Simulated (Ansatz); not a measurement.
# C₇H₉F₉O₄Ti: how energies converge with the basis set

How large a basis does C₇H₉F₉O₄Ti need? Two functionals are run in growing sets.

The runs use Ansatz 0.2.0, Gaussian basis; one geometry, several basis sets.

Plan: PBE0-D4/def2-SVP; ωB97M-V/def2-SVP; PBE0-D4/def2-QZVPP; ωB97M-V/def2-QZVPP; the functionals' def2-TZVPP values are taken from earlier runs.

## 1. The geometry

An earlier PBE0-D4 in a triple-zeta def2 set relaxation fixed the geometry.

SMILES `C[O][Ti]([O]CC(F)(F)F)([O]CC(F)(F)F)[O]CC(F)(F)F`, 30 atoms, charge 0, spin multiplicity 1.

Atoms are counted from 1 here; the program's logs count them from 0.

Bond lengths: C1–O2 1.393 Å, C1–H22 1.093 Å, C1–H23 1.093 Å, C1–H24 1.094 Å, O2–Ti3 1.747 Å, Ti3–O4 1.799 Å, Ti3–O10 1.809 Å, Ti3–O16 1.807 Å, O4–C5 1.376 Å, C5–C6 1.516 Å, C5–H25 1.096 Å, C5–H26 1.096 Å, C6–F7 1.338 Å, C6–F8 1.336 Å, C6–F9 1.339 Å, O10–C11 1.377 Å, C11–C12 1.516 Å, C11–H27 1.097 Å and more. Angles: O2–C1–H22 110.1°, O2–C1–H23 109.8°, O2–C1–H24 109.6°, H22–C1–H23 109.4°, H22–C1–H24 108.9°, H23–C1–H24 109.0°, C1–O2–Ti3 166.6°, O2–Ti3–O4 111.0°, O2–Ti3–O10 107.1°, O2–Ti3–O16 111.3°, O4–Ti3–O10 109.9°, O4–Ti3–O16 108.0°, O10–Ti3–O16 109.6°, Ti3–O4–C5 148.1°, O4–C5–C6 111.4°, O4–C5–H25 112.1°, O4–C5–H26 110.4°, C6–C5–H25 107.2° and more.

## 2. PBE0-D4 in def2-SVP

Contents of in.yaml:

```yaml
crystal:
  periodic: [false, false, false]
  atoms:
    - {symbol: C, position_ang: [-2.613142, 0.405243, 0.422876]}
    - {symbol: O, position_ang: [-1.236154, 0.196530, 0.407014]}
    - {symbol: Ti, position_ang: [0.384711, -0.437046, 0.259855]}
    - {symbol: O, position_ang: [0.573645, -1.373128, -1.264725]}
    - {symbol: C, position_ang: [0.531985, -1.385584, -2.640273]}
    - {symbol: C, position_ang: [-0.895509, -1.401155, -3.150852]}
    - {symbol: F, position_ang: [-0.901640, -1.440910, -4.488387]}
    - {symbol: F, position_ang: [-1.576780, -2.460947, -2.706806]}
    - {symbol: F, position_ang: [-1.572524, -0.309324, -2.773583]}
    - {symbol: O, position_ang: [1.510888, 0.978540, 0.255609]}
    - {symbol: C, position_ang: [1.485980, 2.334069, 0.012597]}
    - {symbol: C, position_ang: [1.460361, 2.615729, -1.476670]}
    - {symbol: F, position_ang: [2.540069, 2.135624, -2.099785]}
    - {symbol: F, position_ang: [1.407990, 3.932340, -1.701176]}
    - {symbol: F, position_ang: [0.389137, 2.058022, -2.060458]}
    - {symbol: O, position_ang: [0.790926, -1.529866, 1.641014]}
    - {symbol: C, position_ang: [0.867813, -1.685610, 3.004281]}
    - {symbol: C, position_ang: [-0.197123, -0.888250, 3.731304]}
    - {symbol: F, position_ang: [-0.072856, -1.046237, 5.052918]}
    - {symbol: F, position_ang: [-0.098806, 0.422167, 3.465690]}
    - {symbol: F, position_ang: [-1.432880, -1.267353, 3.389108]}
    - {symbol: H, position_ang: [-3.072011, -0.052520, -0.457208]}
    - {symbol: H, position_ang: [-3.044496, -0.032333, 1.327213]}
    - {symbol: H, position_ang: [-2.822292, 1.478607, 0.412919]}
    - {symbol: H, position_ang: [1.022277, -0.507652, -3.076367]}
    - {symbol: H, position_ang: [1.020959, -2.285903, -3.028823]}
    - {symbol: H, position_ang: [0.601647, 2.816868, 0.446434]}
    - {symbol: H, position_ang: [2.380841, 2.817163, 0.420336]}
    - {symbol: H, position_ang: [1.837356, -1.350471, 3.392658]}
    - {symbol: H, position_ang: [0.729598, -2.736594, 3.283300]}
basis:
  gaussian: {orbitals: def2-SVP}
hamiltonian: {xc: pbe0, dispersion: d4}
output: {orbitals: {seedname: orbitals}}
```

After this run come: ωB97M-V in def2-SVP; PBE0-D4 in def2-QZVPP; ωB97M-V in def2-QZVPP.

Q: Predict the results of all the runs planned. Wanted: PBE0-D4: double and triple zeta above quadruple; ωB97M-V: double and triple zeta above quadruple.

As calculated:

| quantity | value |
| --- | --- |
| PBE0-D4: double and triple zeta above quadruple | 52.79, 2.46 eV |
| ωB97M-V: double and triple zeta above quadruple | 53.67, 2.30 eV |

PBE0-D4 gains 50.34 eV from double to triple zeta, then 2.46 eV more. These are total energies; as a rule much of such shifts cancels in differences, which this series doesn't test.
